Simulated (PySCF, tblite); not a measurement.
**CH12GeN2OSi2, a small molecule taken as a stand-in for a surface group: NMR shifts, core binding energies and electronic excitations**

Aim: the NMR shifts, core binding energies and electronic excitations of `[CH3][Ge]([OH])([NH][SiH3])[NH][SiH3]`.

Programs: tblite 0.8.0 and PySCF 2.14.0. All values are calculated, for the isolated system unless a continuum is named. Atoms count from 0, parts from 1.

### Step 1. Starting point

19 atoms, charge 0, multiplicity 1; geometry: distance geometry start.

### Step 2. Geometry optimisation with GFN2-xTB

What the job is given:

```
{"job": {"kind": "relax", "xc": "GFN2-xTB", "basis": "xTB"}, "charge": 0, "multiplicity": 1}
Ge     0.849082     0.639028     0.426710
C      0.932648    -0.312862     2.112577
N     -0.894751     0.454868    -0.327085
Si    -1.069259     1.054978    -2.043518
N      2.155619    -0.036595    -0.764947
Si     2.585907    -1.800972    -0.525887
O      1.206956     2.461672     0.755359
H      0.180223    -1.058576     2.122750
H      0.769372     0.348054     2.897985
H      1.860705    -0.758412     2.206688
H     -1.396527    -0.377475    -0.073815
H     -0.626632     0.023381    -2.916817
H     -0.295310     2.220824    -2.202793
H     -2.427115     1.339310    -2.279791
H      2.902850     0.589623    -0.989904
H      2.714555    -2.047446     0.870550
H      1.605786    -2.628174    -1.093383
H      3.874861    -2.040959    -1.147595
H      1.215122     3.145831     0.075225
```

Level: GFN2-xTB geometry optimisation, gas phase.

Command:

```sh
$ OMP_NUM_THREADS=1 python cluster_run.py task.json out
```

The driver reads the jobs from task.json and runs them one after another.

Standard output:

```text
step      E/eV     max force
  0    -642.50873    2.926
  1    -642.94888    1.122
  2    -643.08510    0.777
  3    -643.12492    0.578
  4    -643.18855    0.884
  5    -643.21801    0.847
  6    -643.26813    0.524
  7    -643.28612    0.423
  8    -643.30639    0.401
  9    -643.32553    0.465
 10    -643.34609    0.397
 11    -643.36129    0.314
 12    -643.37291    0.284
 13    -643.38294    0.297
 14    -643.39289    0.293
 15    -643.40184    0.257
 16    -643.40950    0.213
 17    -643.41589    0.196
 18    -643.42056    0.182
 19    -643.42407    0.160
 20    -643.42744    0.158
 21    -643.43132    0.142
 22    -643.43563    0.149
 23    -643.43935    0.165
 24    -643.44192    0.125
 25    -643.44404    0.132
 26    -643.44657    0.187
 27    -643.44993    0.224
 28    -643.45317    0.191
 29    -643.45542    0.121
 30    -643.45693    0.102
 31    -643.45832    0.132
 32    -643.45961    0.150
 33    -643.46076    0.139
 34    -643.46176    0.114
 35    -643.46275    0.109
 36    -643.46383    0.120
 37    -643.46484    0.107
 38    -643.46559    0.071
 39    -643.46621    0.059
 40    -643.46696    0.073
 41    -643.46799    0.098
 42    -643.46906    0.087
 43    -643.46988    0.076
 44    -643.47045    0.045
 45    -643.47109    0.065
 46    -643.47168    0.066
 47    -643.47227    0.055
 48    -643.47280    0.070
 49    -643.47358    0.085
 50    -643.47467    0.111
 51    -643.47631    0.128
 52    -643.47823    0.106
 53    -643.47947    0.234
 54    -643.47718    0.493
 55    -643.48116    0.098
 56    -643.48191    0.054
 57    -643.48308    0.059
 58    -643.48419    0.496
 59    -643.48664    0.113
 60    -643.48790    0.077
 61    -643.48502    0.694
 62    -643.49015    0.064
 63    -643.49115    0.060
 64    -643.49242    0.428
 65    -643.49438    0.080
 66    -643.49530    0.061
 67    -643.49770    0.086
 68    -643.49889    0.094
 69    -643.50226    0.115
 70    -643.50525    0.108
 71    -643.50786    0.090
 72    -643.50944    0.122
 73    -643.51062    0.062
 74    -643.51084    0.354
 75    -643.51264    0.073
 76    -643.51366    0.057
 77    -643.51537    0.059
 78    -643.51593    0.063
 79    -643.51687    0.044
 80    -643.51739    0.032
 81    -643.51775    0.035
 82    -643.51798    0.049
 83    -643.51817    0.064
 84    -643.51841    0.065
 85    -643.51871    0.056
 86    -643.51898    0.037
 87    -643.51920    0.027
 88    -643.51938    0.027
 89    -643.51956    0.033
 90    -643.51982    0.054
 91    -643.52013    0.038
 92    -643.52042    0.072
 93    -643.52069    0.046
 94    -643.52101    0.059
 95    -643.52143    0.062
 96    -643.52181    0.047
 97    -643.52215    0.042
 98    -643.52240    0.041
 99    -643.52266    0.053
100    -643.52297    0.055
101    -643.52333    0.044
102    -643.52360    0.051
103    -643.52372    0.039
104    -643.52399    0.034
105    -643.52422    0.025
106    -643.52438    0.025
107    -643.52452    0.024
108    -643.52473    0.035
109    -643.52491    0.041
110    -643.52513    0.036
111    -643.52530    0.033
112    -643.52547    0.035
113    -643.52565    0.030
114    -643.52577    0.029
115    -643.52583    0.019
116    -643.52590    0.021
117    -643.52599    0.025
118    -643.52614    0.027
119    -643.52627    0.024
120    -643.52639    0.018
121    -643.52646    0.019
122    -643.52652    0.020
123    -643.52657    0.018
124    -643.52663    0.015
125    -643.52671    0.018
126    -643.52680    0.018
127    -643.52690    0.019
128    -643.52698    0.018
129    -643.52707    0.021
130    -643.52718    0.022
131    -643.52730    0.021
132    -643.52741    0.035
133    -643.52749    0.023
134    -643.52758    0.022
135    -643.52772    0.023
136    -643.52783    0.025
137    -643.52800    0.032
138    -643.52813    0.031
139    -643.52823    0.026
140    -643.52830    0.017
141    -643.52836    0.013
142    -643.52842    0.016
143    -643.52846    0.012
144    -643.52849    0.023
145    -643.52851    0.008
146    -643.52853    0.009
147    -643.52856    0.016
148    -643.52857    0.016
149    -643.52859    0.011
150    -643.52860    0.005
```

Run time: 6.8 s. Hardware: 1 thread of AMD EPYC 9R45, shared host.

Relaxation path:

```csv
step,energy from step 0 (eV),largest force (eV/Å)
0,0.0000,2.9256
6,-0.7594,0.5239
12,-0.8642,0.2838
18,-0.9118,0.1819
24,-0.9332,0.1246
30,-0.9482,0.1022
36,-0.9551,0.1196
42,-0.9603,0.0872
48,-0.9641,0.0702
54,-0.9684,0.4924
60,-0.9792,0.0762
66,-0.9866,0.0605
72,-1.0007,0.1223
78,-1.0072,0.0635
84,-1.0097,0.0655
90,-1.0111,0.0542
96,-1.0131,0.0468
102,-1.0149,0.0513
108,-1.0160,0.0344
114,-1.0170,0.0287
120,-1.0177,0.0184
126,-1.0181,0.0184
132,-1.0187,0.0343
138,-1.0194,0.0308
144,-1.0198,0.0232
150,-1.0199,0.0054
```

Distances of close pairs at the start and the end, largest changes first:

```csv
bond,before (Å),after (Å),change (Å)
Ge0–O6,1.886,1.750,-0.136
N4–Si5,1.832,1.722,-0.110
N2–Si3,1.827,1.731,-0.096
Ge0–N4,1.893,1.814,-0.079
Ge0–N2,1.909,1.834,-0.075
Si5–H16,1.402,1.468,+0.065
Si3–H13,1.407,1.467,+0.060
Si3–H12,1.408,1.464,+0.055
```

### Step 3. Optimising the geometry at PBE0-D3(BJ)/def2-SVP

What the job is given:

```
{"job": {"xc": "PBE0", "basis": "def2-SVP", "d3": "d3bj", "grid": 2, "kind": "geom", "shake": 0.01}, "charge": 0, "multiplicity": 1}
Ge     0.157820     0.569839     0.639598
C     -0.062517    -0.144530     2.463250
N     -1.501486     0.538275    -0.234011
Si    -1.662003     0.827639    -1.922674
N      1.434435    -0.222709    -0.346565
Si     1.600342    -1.890817    -0.677469
O      0.678186     2.260893     0.647216
H     -0.181209    -1.210017     2.428878
H     -0.909904     0.311412     2.991718
H      0.835469     0.071175     3.051291
H     -2.122850    -0.144878     0.169015
H     -1.009457    -0.149667    -2.775539
H     -1.214596     2.181702    -2.196043
H     -3.164564     0.739543    -2.097173
H      2.182804     0.382691    -0.613064
H      2.011746    -2.637047     0.529696
H      0.308973    -2.408582    -1.120726
H      2.613496    -1.981320    -1.715118
H     -0.015603     2.904213     0.805927
```

Standard output:

```text
step   0  E = -2884.76420960  max force = 0.029420
step   1  E = -2884.77292323  max force = 0.015049
step   2  E = -2884.77407749  max force = 0.003168
step   3  E = -2884.77444046  max force = 0.002928
step   4  E = -2884.77483115  max force = 0.003463
step   5  E = -2884.77516003  max force = 0.004686
step   6  E = -2884.77552830  max force = 0.003433
step   7  E = -2884.77587068  max force = 0.001622
step   8  E = -2884.77605141  max force = 0.001635
step   9  E = -2884.77623655  max force = 0.003020
step  10  E = -2884.77642924  max force = 0.002916
step  11  E = -2884.77664970  max force = 0.001524
step  12  E = -2884.77682749  max force = 0.001346
step  13  E = -2884.77699348  max force = 0.001993
step  14  E = -2884.77711984  max force = 0.001468
step  15  E = -2884.77717639  max force = 0.001088
step  16  E = -2884.77722277  max force = 0.000956
step  17  E = -2884.77727597  max force = 0.001203
step  18  E = -2884.77735002  max force = 0.001135
step  19  E = -2884.77740537  max force = 0.000822
step  20  E = -2884.77743993  max force = 0.000648
step  21  E = -2884.77745229  max force = 0.000408
optimisation converged
```

Wall time 5.2 min (1 thread of AMD EPYC 9R45, shared host); peak memory 1.1 GiB.

Relaxation path:

```csv
step,energy from step 0 (eV),largest force component (eV/Å)
0,0.0000,1.5128
1,-0.2371,0.7739
2,-0.2685,0.1629
3,-0.2784,0.1506
4,-0.2890,0.1781
5,-0.2980,0.2410
6,-0.3080,0.1765
7,-0.3173,0.0834
8,-0.3222,0.0841
9,-0.3273,0.1553
10,-0.3325,0.1499
11,-0.3385,0.0784
12,-0.3434,0.0692
13,-0.3479,0.1025
14,-0.3513,0.0755
15,-0.3528,0.0559
16,-0.3541,0.0492
17,-0.3556,0.0619
18,-0.3576,0.0584
19,-0.3591,0.0423
20,-0.3600,0.0333
21,-0.3604,0.0210
```

Distances of close pairs at the start and the end, largest changes first:

```csv
bond,before (Å),after (Å),change (Å)
Ge0–N2,1.875,1.825,-0.050
Si3–H11,1.452,1.497,+0.045
Si3–H12,1.452,1.496,+0.044
Ge0–C1,1.971,1.928,-0.043
Si5–H17,1.453,1.496,+0.043
Ge0–N4,1.797,1.833,+0.036
Si5–H16,1.460,1.494,+0.034
N4–Si5,1.709,1.737,+0.028
```

The end geometry stands in the next job.

```csv
at the end point,value
point group (found at 0.08 Å tolerance),C1
"rotational constants (GHz, main isotopes)","1.250, 1.141, 0.747"
dipole moment (D),1.13
```

### Step 4. Nuclear shieldings: PBE0/pcSseg-1

What the job is given:

```
{"job": {"kind": "nmr", "xc": "PBE0", "basis": "pcSseg-1"}, "charge": 0, "multiplicity": 1}
Ge     0.039983     0.594101     0.771416
C     -0.074682    -0.437369     2.395730
N     -1.494343     0.595891    -0.217323
Si    -1.526895     0.501439    -1.955546
N      1.321259     0.032200    -0.413018
Si     1.642844    -1.586121    -0.954604
O      0.495680     2.254428     1.225867
H     -0.162783    -1.507278     2.158723
H     -0.946493    -0.129254     2.989830
H      0.834787    -0.276107     2.991272
H     -2.383031     0.612595     0.271934
H     -1.062179    -0.813905    -2.498163
H     -0.692104     1.568255    -2.590419
H     -2.949330     0.698807    -2.375233
H      2.022771     0.743738    -0.601172
H      2.879483    -2.175378    -0.344601
H      0.473864    -2.420985    -0.542562
H      1.805685    -1.658308    -2.439975
H      0.134665     2.897425     0.605921
```

Level: GIAO PBE0/pcSseg-1 NMR shielding, non-relativistic, gas phase.

Standard output:

```text
coarse grid: 70504 points
cycle   1  E = -2884.9096329544  dE = -3.309e-01  |g| = 1.260e+00  |ddm| = 4.036e+00
cycle   2  E = -2884.6748417065  dE =  2.348e-01  |g| = 1.673e+00  |ddm| = 1.907e+00
cycle   3  E = -2885.1043385574  dE = -4.295e-01  |g| = 2.061e-01  |ddm| = 1.353e+00
cycle   4  E = -2885.1110737097  dE = -6.735e-03  |g| = 8.182e-02  |ddm| = 1.894e-01
cycle   5  E = -2885.1120995623  dE = -1.026e-03  |g| = 1.777e-02  |ddm| = 6.276e-02
cycle   6  E = -2885.1121599424  dE = -6.038e-05  |g| = 5.920e-03  |ddm| = 1.847e-02
cycle   7  E = -2885.1121668977  dE = -6.955e-06  |g| = 7.706e-04  |ddm| = 5.062e-03
final grid: 145760 points
cycle   8  E = -2885.1122087470  dE = -7.765e-08  |g| = 8.534e-04  |ddm| = 2.806e-03
cycle   9  E = -2885.1122086472  dE =  9.976e-08  |g| = 1.107e-03  |ddm| = 1.682e-03
cycle  10  E = -2885.1122089157  dE = -2.685e-07  |g| = 1.270e-04  |ddm| = 9.243e-04
cycle  11  E = -2885.1122089187  dE = -2.961e-09  |g| = 3.163e-05  |ddm| = 1.128e-04
cycle  12  E = -2885.1122089188  dE = -1.537e-10  |g| = 4.437e-06  |ddm| = 2.327e-05
converged SCF energy = -2885.1122089188

GIAO shielding tensors (ppm)
atom      isotropic    diamagn.    paramagn.     s11        s22        s33       span
  0 Ge    1256.707    2757.972   -1501.265   1207.873   1243.065   1319.184    111.311
  1 C      185.432     254.349     -68.917    180.075    181.202    195.019     14.944
  2 N      242.982     330.242     -87.260    212.926    227.083    288.937     76.011
  3 Si     408.280     879.970    -471.690    362.537    393.837    468.466    105.929
  4 N      248.345     330.499     -82.153    214.021    245.464    285.552     71.531
  5 Si     406.494     879.975    -473.481    359.551    391.261    468.671    109.120
  6 O      277.495     393.949    -116.454    242.383    285.070    305.033     62.650
  7 H       30.825      31.752      -0.927     25.514     29.142     37.818     12.304
  8 H       30.940      29.241       1.700     25.654     28.053     39.114     13.460
  9 H       30.726      28.999       1.726     25.727     27.532     38.919     13.191
 10 H       31.194      33.886      -2.692     21.825     27.974     43.782     21.957
 11 H       26.600      30.529      -3.929     22.476     25.896     31.428      8.951
 12 H       26.575      30.015      -3.440     22.964     24.656     32.104      9.141
 13 H       26.622      28.472      -1.850     23.148     24.319     32.398      9.250
 14 H       31.698      33.910      -2.212     22.341     28.827     43.928     21.588
 15 H       26.473      28.464      -1.991     22.418     24.277     32.725     10.308
 16 H       26.694      31.166      -4.472     23.432     25.642     31.008      7.576
 17 H       26.439      29.096      -2.657     22.444     24.619     32.254      9.810
 18 H       30.548      33.121      -2.573     21.990     25.927     43.728     21.739
```

It took 33 s on 1 thread of AMD EPYC 9R45, shared host; peak memory 1.4 GiB.

Shifts follow as δ = σ(reference) − σ, with reference shieldings (ppm) from runs at the same level and on the same kind of geometry: $^{1}$H TMS 31.27, $^{13}$C TMS 184.4, $^{29}$Si TMS 352.0, $^{15}$N NH3 265.7, $^{17}$O H2O 334.6, $^{73}$Ge GeMe4 1330. The references are single molecules in the gas phase, so shifts against H2O, NH3, PH3, H3PO4 or CFCl3 are not on the usual liquid scales and can be off by tens of ppm.

```csv
atoms,environment,σ (ppm),δ (ppm)
C1,"carbon bonded to Ge, 3 H",185.4,-1.0
H17,hydrogen on a silicon bonded to N,26.44,4.83
H15,hydrogen on a silicon bonded to N,26.47,4.79
H12,hydrogen on a silicon bonded to N,26.57,4.69
H11,hydrogen on a silicon bonded to N,26.60,4.67
H13,hydrogen on a silicon bonded to N,26.62,4.65
H16,hydrogen on a silicon bonded to N,26.69,4.57
H18,hydrogen on an oxygen bonded to Ge,30.55,0.72
H9,hydrogen on a carbon bonded to Ge,30.73,0.54
H7,hydrogen on a carbon bonded to Ge,30.82,0.44
H8,hydrogen on a carbon bonded to Ge,30.94,0.33
H10,"hydrogen on a nitrogen bonded to Ge, Si",31.19,0.07
H14,"hydrogen on a nitrogen bonded to Ge, Si",31.70,-0.43
Ge0,"germanium bonded to C, 2 N, O",1257,74
N2,"nitrogen bonded to Ge, Si, H",243.0,22.7
N4,"nitrogen bonded to Ge, Si, H",248.3,17.3
Si5,"silicon bonded to N, 3 H",406.5,-54.5
Si3,"silicon bonded to N, 3 H",408.3,-56.3
O6,"oxygen bonded to Ge, H",277.5,57.1
```

The run also stored atomic charges by several schemes (e):

```csv
atoms,Mulliken,IAO,Hirshfeld,ESP fit
Ge0,1.37,1.30,0.54,1.15
C1,-0.56,-0.71,-0.20,-0.70
N2,-0.92,-0.92,-0.34,-0.92
Si3,0.61,0.73,0.32,0.55
N4,-0.93,-0.92,-0.33,-0.78
Si5,0.60,0.72,0.33,0.52
O6,-0.63,-0.77,-0.34,-0.77
```

Mayer bond orders: Ge0–C1 1.01, Ge0–N2 0.81, N2–Si3 0.96, Ge0–N4 0.78, N4–Si5 0.95, Ge0–O6 0.92.

Orbitals, density, ELF and potential are computed afterwards from the orbital file.

Frontier orbitals at PBE0/pcSseg-1, with the share of their density that lies nearest to each atom:

```csv
orbital,energy (eV),lies on
HOMO,-7.27,"N2, N4 about 29 % each"
LUMO,0.12,"H10, H14 about 9 % each; 5 H atoms about 6 % each; Si5 6 %"
```

ELF in a plane through or near 5 of the atoms.

Values, 10 rows by 14 columns:
```
0.00 0.00 0.00 0.00 0.00 0.00 0.00 0.00 0.00 0.00 0.00 0.00 0.00 0.00
0.00 0.00 0.00 0.00 0.00 0.00 0.00 0.01 0.06 0.01 0.00 0.00 0.00 0.00
0.00 0.00 0.00 0.00 0.21 0.44 0.13 0.15 0.38 0.22 0.00 0.00 0.00 0.00
0.00 0.00 0.00 0.01 0.01 0.14 0.87 0.98 0.58 0.03 0.00 0.00 0.00 0.00
0.00 0.00 0.19 1.00 1.00 0.23 0.08 0.16 0.01 0.29 0.25 0.03 0.00 0.00
0.00 0.00 0.07 0.42 0.19 0.39 0.67 0.31 0.30 0.70 0.57 0.43 0.04 0.00
0.00 0.12 0.99 1.00 0.61 0.62 0.75 0.48 0.09 0.84 0.99 0.35 0.01 0.00
0.00 0.01 0.79 0.97 0.08 0.14 0.92 0.54 0.00 0.14 0.60 0.02 0.00 0.00
0.00 0.00 0.00 0.00 0.00 0.00 0.00 0.00 0.00 0.00 0.00 0.00 0.00 0.00
0.00 0.00 0.00 0.00 0.00 0.00 0.00 0.00 0.00 0.00 0.00 0.00 0.00 0.00
```
The map spans 11.7 Å across and 12.1 Å up, centred on the molecule. Atoms in the plane (x, y in Å): C1 (2.3, -0.6), H8 (2.6, -1.6), H10 (-0.6, -2.2), H11 (-2.5, 0.6), H13 (-3.2, -1.7).

On the surface of density 0.002 e/bohr³ the electrostatic potential runs, from the 1st to the 99th percentile, from -1.53 V near O6 to 1.75 V near H18.

[end of part 1 of 2]
